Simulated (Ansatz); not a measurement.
# CH5AlFN, SMILES [CH3][Al]([NH2])[F]: a rigid scan of one bond length

Computed with Ansatz 0.2.0 through its Python package.

`ch5alfn.xyz`
```text
9

C    -0.68050    1.19220   -0.65830
Al    0.21250   -0.47490   -0.28480
N     0.59520   -0.94650    1.50600
F     0.75680   -1.55780   -1.63750
H    -0.09230    1.86350   -1.34070
H    -0.93040    1.78660    0.28000
H    -1.66150    1.02290   -1.17950
H     0.22300   -1.86000    1.68910
H     1.66570   -1.07230    1.60860
```

Run as a notebook:

```python
import ansatz as az
import matplotlib.pyplot as plt
import numpy as np
```

```python
mol = az.Crystal.molecule_from_extxyz("ch5alfn.xyz")

symbols = [site.symbol for site in mol.cartesian_sites]
start = np.array([site.position_ang for site in mol.cartesian_sites])
axis = (start[0] - start[1]) / np.linalg.norm(start[0] - start[1])
moving = [0, 4, 5, 6]
lengths, energies = [1.64, 1.77, 1.93, 2.12, 2.41, 2.89, 3.47, 4.24], []
for length in lengths:
    xyz = start.copy()
    xyz[moving] += (length - np.linalg.norm(start[0] - start[1])) * axis
    point = az.Crystal.molecule()
    for symbol, xyz in zip(symbols, xyz):
        point = point.atom(symbol, xyz.tolist())
    base = (
        point.calculation()
        .basis(gaussian="def2-SVP")
        .functional("hf")
        .spin("collinear")
    )
    summary = base.run().report
    energies.append(summary["free_energy_ev"])
    print(f"r = {length:6.3f} A  E = {energies[-1]:.5f} eV  <S^2> = {abs(summary['mean_field']['state']['spin_squared']):.3f}")
```

    r =  1.640 A  E = -11875.09600 eV  <S^2> = 0.000
    r =  1.770 A  E = -11875.97563 eV  <S^2> = 0.000
    r =  1.930 A  E = -11876.28857 eV  <S^2> = 0.000
    r =  2.120 A  E = -11876.07283 eV  <S^2> = 0.000
    r =  2.410 A  E = -11875.22859 eV  <S^2> = 0.000
    r =  2.890 A  E = -11873.80603 eV  <S^2> = 0.488
    r =  3.470 A  E = -11873.29480 eV  <S^2> = 0.887
    r =  4.240 A  E = -11873.16255 eV  <S^2> = 0.993

```python
print("energy above the lowest point (eV):", [round(e - min(energies), 3) for e in energies])
plt.figure(figsize=(4.5, 3))
plt.plot(lengths, np.array(energies) - min(energies), "o-")
plt.xlabel("bond length (A)")
plt.ylabel("E - E(min) (eV)")
plt.tight_layout()
plt.savefig("scan.png", dpi=100)
```

    energy above the lowest point (eV): [1.193, 0.313, 0.0, 0.216, 1.06, 2.483, 2.994, 3.126]

Caveats:
- The settings weren't tested for convergence.
- The rest of the molecule is held rigid at a force-field or estimated start geometry, and the basis set is modest; single-reference methods fail as a bond breaks.
- The expectation value of S² is noticeably off S(S+1) in at least one run, so that state is spin-contaminated.
- Hartree-Fock leaves correlation out, so bond, atomisation and ionisation energies come out well too low.
- The whole script took 14 s on 1 thread of Arm Neoverse V1, with other jobs on the host, peak memory 0.32 GiB.

(Lines on the test bed's own set-up are left out of the output.)
